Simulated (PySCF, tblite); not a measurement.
# C₈H₁₂O: geometry, infrared bands and NMR shifts

What infrared bands and NMR shifts should C₈H₁₂O (`CC#CC(C)(C)C(C)=O`) show?

Programs: tblite 0.8.0 and PySCF 2.14.0, with density-fitted response routines of our own. Each step states its level of theory. These are calculated values for one molecule in the gas phase, unless marked as measured. Atoms are numbered from 0 throughout.

**1. The starting structure**

21 atoms, charge 0, multiplicity 1; geometry from: force field or distance geometry start.

Bonds of the start (Å): C0–C1 1.47, C1–C2 1.20, C2–C3 1.48, C3–C4 1.53, C3–C5 1.54, C3–C6 1.54, C6–C7 1.51, C6–O8 1.24, C0–H9 1.09, C0–H10 1.10, C0–H11 1.08, C4–H12 1.10, C4–H13 1.10, C4–H14 1.09, C5–H15 1.11, C5–H16 1.10, C5–H17 1.10, C7–H18 1.09, C7–H19 1.09, C7–H20 1.10.

**2. Geometry optimisation with GFN2-xTB**

What the job is given:

```
{"job": {"kind": "relax", "xc": "GFN2-xTB", "basis": "xTB"}, "charge": 0, "multiplicity": 1}
C      2.701100     1.145200    -1.749900
C      1.618900     0.544400    -0.965300
C      0.758100     0.035400    -0.298100
C     -0.326600    -0.579900     0.497300
C     -1.072200    -1.628800    -0.333400
C      0.309000    -1.283800     1.715400
C     -1.343800     0.464500     0.985700
C     -1.750200     1.561900     0.037000
O     -1.854700     0.402100     2.111300
H      2.852600     0.586600    -2.669900
H      2.437000     2.176800    -2.017700
H      3.628700     1.159400    -1.187400
H     -1.511200    -1.178200    -1.232100
H     -0.396600    -2.431200    -0.671700
H     -1.895800    -2.074000     0.226300
H      0.815300    -0.558100     2.382500
H      1.062900    -2.019400     1.410900
H     -0.437400    -1.808900     2.325000
H     -0.943300     2.279600    -0.079100
H     -2.029900     1.135400    -0.928600
H     -2.630800     2.088200     0.441100
```

The run is started by

```console
OMP_NUM_THREADS=1 python probes_run.py task.json out
```

The driver reads the jobs from task.json and runs them one after another.

**Question.** This job is followed by: GFN2-xTB harmonic vibrations, gas phase; GIAO PBE0/pcSseg-1 NMR shielding, non-relativistic, gas phase. What will the session give for the following? strongest single infrared mode (GFN2-xTB); zero-point energy (GFN2-xTB); ¹³C shifts against TMS (PBE0/pcSseg-1, means over atoms taken as alike); ¹H shifts against TMS (PBE0/pcSseg-1, means over atoms taken as alike); ¹⁷O shifts against H2O (PBE0/pcSseg-1); surface potential, 1st and 99th percentile.

The runs gave:

```
                                                               quantity                                         value
                              strongest single infrared mode (GFN2-xTB)                         1772 cm⁻¹, 345 km/mol
                                           zero-point energy (GFN2-xTB)                                109.6 kcal/mol
¹³C shifts against TMS (PBE0/pcSseg-1, means over atoms taken as alike)  216.9, 91.5, 87.8, 43.8, 31.1, 29.0, 4.8 ppm
 ¹H shifts against TMS (PBE0/pcSseg-1, means over atoms taken as alike)                          2.52, 2.04, 1.32 ppm
                                 ¹⁷O shifts against H2O (PBE0/pcSseg-1)                                     648.0 ppm
                                  surface potential, 1st and 99th percentile                            -1.67 V and 0.92 V
```

What this shows: Relaxing lowered the energy by 0.141 eV in 90 steps; the close pair that moved most is C6–O8, from 1.238 to 1.204 Å. The lowest mode is imaginary (29i cm⁻¹), so the xTB geometry is not a minimum. The strongest single mode, at 1772 cm⁻¹, moves mainly C6 and O8. Unscaled tight-binding wavenumbers are off by several per cent, some by more. Its intensities can rank the bands wrongly. C6 (ketone carbonyl carbon) lies farthest downfield among carbon, at 216.9 ppm; low-lying n→π* states of the double bond to the heteroatom give a large paramagnetic term (-282 ppm). The most deshielded hydrogen is H18, H19, H20 (mean) (hydrogen on a methyl carbon α to a carbonyl), at 2.52 ppm: α to C=O. At PBE0/pcSseg-1: Shielding is most anisotropic at O8 (span 1244 ppm, paramagnetic term -710 ppm). By nearest atom (PBE0/pcSseg-1), the HOMO sits on O8 38 %; C1 16 % and the LUMO on C6 45 %; O8 29 %.
